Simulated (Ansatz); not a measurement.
This script drives the Ansatz DFT code, driven from Python.

`dimer.py`
```python
import ansatz

FIRST = [
    ('P', (-1.0134, -0.307, -0.606)),
    ('B', (0.7656, 0.2177, -0.0774)),
    ('Cl', (2.1381, -1.0112, -0.1198)),
    ('H', (-1.2308, -1.1116, 0.5838)),
    ('H', (-1.6342, 0.8889, -0.0629)),
    ('H', (0.9747, 1.3232, 0.2823)),
]
SECOND = [
    ('P', (3.8666, 4.1468, -4.0076)),
    ('B', (3.0718, 2.7973, -2.882)),
    ('Cl', (1.238, 2.6505, -2.7764)),
    ('H', (3.4807, 5.2388, -3.1307)),
    ('H', (5.1911, 3.9872, -3.4324)),
    ('H', (3.7588, 2.0708, -2.2532)),
]

def energy(atoms, ghosts=()):
    molecule = ansatz.Crystal.molecule()
    for symbol, xyz in atoms:
        molecule = molecule.atom(symbol, xyz)
    calc = (
        molecule.calculation()
        .basis(gaussian='def2-SVPD')
        .correlation('mp2')
        .scf(lower_state_search='standard')
    )
    deck = calc.input()
    if ghosts:
        deck = deck.set(ansatz.key.basis.gaussian.ghost_atoms, [{'symbol': s, 'position_ang': list(xyz)} for s, xyz in ghosts])
    return ansatz.Session.from_dict(deck).plan().execute().report['free_energy_ev']

both = energy(FIRST + SECOND)
alone = energy(FIRST) + energy(SECOND)
ghosted = energy(FIRST, SECOND) + energy(SECOND, FIRST)
print(f'dimer {both:.6f} eV')
print(f'interaction, uncorrected   {(both - alone):8.3f} eV')
print(f'interaction, counterpoise  {(both - ghosted):8.3f} eV')
print(f'basis-set superposition    {(alone - ghosted):8.3f} eV')
```

It is started by `python dimer.py`. How long does it take on 1 thread of Intel(R) Xeon(R) Platinum 8488C (Sapphire Rapids), with other jobs on the host, and how much memory does it need?

It took about 18 s, with a peak of 0.56 GiB, for 5 runs of the engine.

`python dimer.py` gives:
```text
dimer -44996.388332 eV
interaction, uncorrected     -0.153 eV
interaction, counterpoise    -0.073 eV
basis-set superposition       0.081 eV
```

Uncorrected it is -0.153 eV, with the counterpoise correction -0.073 eV; the difference, 0.08 eV, is the superposition error.

The settings weren't tested for convergence. The dimer is a generated trial pose of unrelaxed monomers, not a minimum, so the figure is no binding energy, and the basis set is small.

(Lines on the test bed's own set-up are left out of the output.)
